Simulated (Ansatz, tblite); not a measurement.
# Ge23H30 ring rod (Ge₂₃H₃₀): a ladder of methods and basis sets

How do method and basis change the picture of Ge23H30 ring rod (Ge₂₃H₃₀) (singlet)?

Program: Ansatz 0.2.0, Gaussian basis. Level of theory: as each input shows. These are calculated values, not measurements.

The runs, in order: GFN1-xTB, GFN2-xTB, PBE-D4/def2-SVP, r2SCAN-D4/def2-SVP, BHLYP-D4/def2-SVP, PBE0-D4/def2-TZVP, PBE-D4/def2-TZVP, MP2/def2-SVP, RPA/def2-SVP.

1 further run of the same task is left out (set aside as unsound or not needed).

### 1 The geometry

The geometry is that of the singlet, from an earlier relaxation (PBE-D4/def2-SVP).

53 atoms, charge 0, spin multiplicity 1.

Bond lengths: Ge1–Ge2 2.456 Å, Ge1–Ge4 2.448 Å, Ge1–H24 1.557 Å, Ge1–H25 1.557 Å, Ge2–Ge6 2.449 Å, Ge2–H26 1.557 Å, Ge2–H27 1.557 Å, Ge3–Ge4 2.451 Å, Ge3–Ge5 2.465 Å, Ge3–Ge15 2.449 Å, Ge3–H28 1.561 Å, Ge4–Ge11 2.451 Å, Ge4–H29 1.561 Å, Ge5–Ge6 2.453 Å, Ge5–Ge16 2.452 Å, Ge5–H30 1.562 Å, Ge6–Ge8 2.464 Å, Ge6–Ge12 2.452 Å and more. Angles: Ge2–Ge1–Ge4 109.8°, Ge2–Ge1–H24 109.9°, Ge2–Ge1–H25 109.9°, Ge4–Ge1–H24 109.8°, Ge4–Ge1–H25 109.7°, H24–Ge1–H25 107.8°, Ge1–Ge2–Ge6 110.6°, Ge1–Ge2–H26 110.1°, Ge1–Ge2–H27 110.1°, Ge6–Ge2–H26 109.2°, Ge6–Ge2–H27 109.3°, H26–Ge2–H27 107.6°, Ge4–Ge3–Ge5 109.6°, Ge4–Ge3–Ge15 109.8°, Ge4–Ge3–H28 109.2°, Ge5–Ge3–Ge15 109.8°, Ge5–Ge3–H28 108.6°, Ge15–Ge3–H28 109.8° and more.

PBE0-D4/def2-SVP was run before; its log isn't repeated, and its numbers join the tables.

### 2 GFN1-xTB

Tight binding, by tblite at 300 K electronic temperature and without a spin-polarisation term:

```python
tblite.interface.Calculator('GFN1-xTB', numbers, positions, charge=0, uhf=0).singlepoint()
```

Energy -1494.0692 eV, HOMO -11.69 eV, LUMO -9.10 eV; 0.64 s.

### 3 GFN2-xTB

Tight binding, by tblite at 300 K electronic temperature and without a spin-polarisation term:

```python
tblite.interface.Calculator('GFN2-xTB', numbers, positions, charge=0, uhf=0).singlepoint()
```

Energy -1631.3593 eV, HOMO -9.84 eV, LUMO -6.31 eV; 0.74 s.

### 4 PBE-D4/def2-SVP

start.molden holds the orbitals of an earlier run on this state, given as this run's starting guess.

Contents of in.yaml:

```yaml
crystal:
  periodic: [false, false, false]
  atoms:
    - {symbol: Ge, position_ang: [-3.436014, -1.976220, -3.725829]}
    - {symbol: Ge, position_ang: [-3.423759, -1.976890, -1.269578]}
    - {symbol: Ge, position_ang: [0.568374, -1.964156, -3.737364]}
    - {symbol: Ge, position_ang: [-1.441140, -0.830786, -4.563558]}
    - {symbol: Ge, position_ang: [0.564830, -1.958365, -1.271891]}
    - {symbol: Ge, position_ang: [-1.436268, -0.826965, -0.417312]}
    - {symbol: Ge, position_ang: [0.559329, -1.984183, 2.899074]}
    - {symbol: Ge, position_ang: [-1.422477, -0.819022, 2.046890]}
    - {symbol: Ge, position_ang: [0.561721, -1.986614, 5.356046]}
    - {symbol: Ge, position_ang: [-1.399841, -0.807849, 6.210646]}
    - {symbol: Ge, position_ang: [-1.414610, 1.476642, -3.738764]}
    - {symbol: Ge, position_ang: [-1.412850, 1.471166, -1.273253]}
    - {symbol: Ge, position_ang: [-1.436463, 1.479234, 2.900976]}
    - {symbol: Ge, position_ang: [-1.425717, 1.481160, 5.357999]}
    - {symbol: Ge, position_ang: [2.567917, -0.819186, -4.566156]}
    - {symbol: Ge, position_ang: [2.556377, -0.819733, -0.407331]}
    - {symbol: Ge, position_ang: [2.550163, -0.833283, 2.056323]}
    - {symbol: Ge, position_ang: [2.572248, 1.482758, -3.732784]}
    - {symbol: Ge, position_ang: [0.578618, 2.633292, -4.566494]}
    - {symbol: Ge, position_ang: [2.558148, 1.475211, -1.268051]}
    - {symbol: Ge, position_ang: [0.570643, 2.623717, -0.408658]}
    - {symbol: Ge, position_ang: [2.519105, 1.454404, 2.925151]}
    - {symbol: Ge, position_ang: [0.554920, 2.626751, 2.054921]}
    - {symbol: H, position_ang: [-3.464991, -3.440065, -4.255856]}
    - {symbol: H, position_ang: [-4.713671, -1.255410, -4.248054]}
    - {symbol: H, position_ang: [-3.437438, -3.439808, -0.735990]}
    - {symbol: H, position_ang: [-4.699789, -1.266736, -0.728836]}
    - {symbol: H, position_ang: [0.564417, -3.444708, -4.233169]}
    - {symbol: H, position_ang: [-1.429829, -0.825062, -6.124966]}
    - {symbol: H, position_ang: [0.556283, -3.433730, -0.760506]}
    - {symbol: H, position_ang: [0.541879, -3.451868, 2.370348]}
    - {symbol: H, position_ang: [-2.698919, -1.554983, 2.566735]}
    - {symbol: H, position_ang: [0.596392, -3.448313, 5.890347]}
    - {symbol: H, position_ang: [1.843691, -1.266109, 5.866903]}
    - {symbol: H, position_ang: [-2.681518, -1.541999, 5.722067]}
    - {symbol: H, position_ang: [-1.409319, -0.814390, 7.767307]}
    - {symbol: H, position_ang: [-2.697630, 2.214911, -4.235455]}
    - {symbol: H, position_ang: [-2.693633, 2.203681, -0.762056]}
    - {symbol: H, position_ang: [-2.717836, 2.199180, 2.377897]}
    - {symbol: H, position_ang: [-2.664414, 2.252801, 5.899594]}
    - {symbol: H, position_ang: [-0.151521, 2.219863, 5.862251]}
    - {symbol: H, position_ang: [2.573413, -0.822455, -6.123880]}
    - {symbol: H, position_ang: [3.845801, -1.564067, -4.078741]}
    - {symbol: H, position_ang: [3.830285, -1.559161, -0.926252]}
    - {symbol: H, position_ang: [3.828444, -1.566972, 2.571432]}
    - {symbol: H, position_ang: [3.853405, 2.220832, -4.233507]}
    - {symbol: H, position_ang: [0.578922, 2.640010, -6.124212]}
    - {symbol: H, position_ang: [0.574580, 4.112300, -4.078717]}
    - {symbol: H, position_ang: [3.831187, 2.209899, -0.741500]}
    - {symbol: H, position_ang: [0.569496, 4.096411, -0.928323]}
    - {symbol: H, position_ang: [2.459876, 1.420094, 4.481783]}
    - {symbol: H, position_ang: [3.819527, 2.203831, 2.513182]}
    - {symbol: H, position_ang: [0.559644, 4.100925, 2.569183]}
basis:
  gaussian: {orbitals: def2-SVP, fitting: {mean_field: def2-universal-jkfit}, initial_orbitals: start.molden}
hamiltonian: {xc: pbe, dispersion: d4}
scf: {omitted_lower_state_checks: [starts]}
output: {orbitals: {seedname: orbitals}}
```

Started as:

```sh
$ ansatz run in.yaml --threads 11 --pin off --events-out ev --progress --plain --max-ram 120832MiB --backend cuda --devices 0, --max-vram 75GiB
```

After this run come: r2SCAN-D4/def2-SVP; BHLYP-D4/def2-SVP; PBE0-D4/def2-TZVP; PBE-D4/def2-TZVP; MP2/def2-SVP; RPA/def2-SVP.

**Question.** What will the summary of the whole plan be? Wanted: gap in def2-SVP, named functionals, smallest and largest; correlation energy, MP2/def2-SVP; binding an atom, functionals in def2-SVP; PBE0 total energy, smallest basis above largest.

As calculated:

```
                                                quantity                                   value
gap in def2-SVP, named functionals, smallest and largest    3.78 eV (PBE-D4), 6.96 eV (BHLYP-D4)
                        correlation energy, MP2/def2-SVP                              -144.85 eV
                binding an atom, functionals in def2-SVP  2.89 (BHLYP-D4) to 2.96 eV (r2SCAN-D4)
         PBE0 total energy, smallest basis above largest         163.34 eV (def2-SVP, def2-TZVP)
```

What this shows: Over the named functionals in def2-SVP the gap runs from 3.78 eV (PBE-D4) to 6.96 eV (BHLYP-D4); exact exchange widens it.
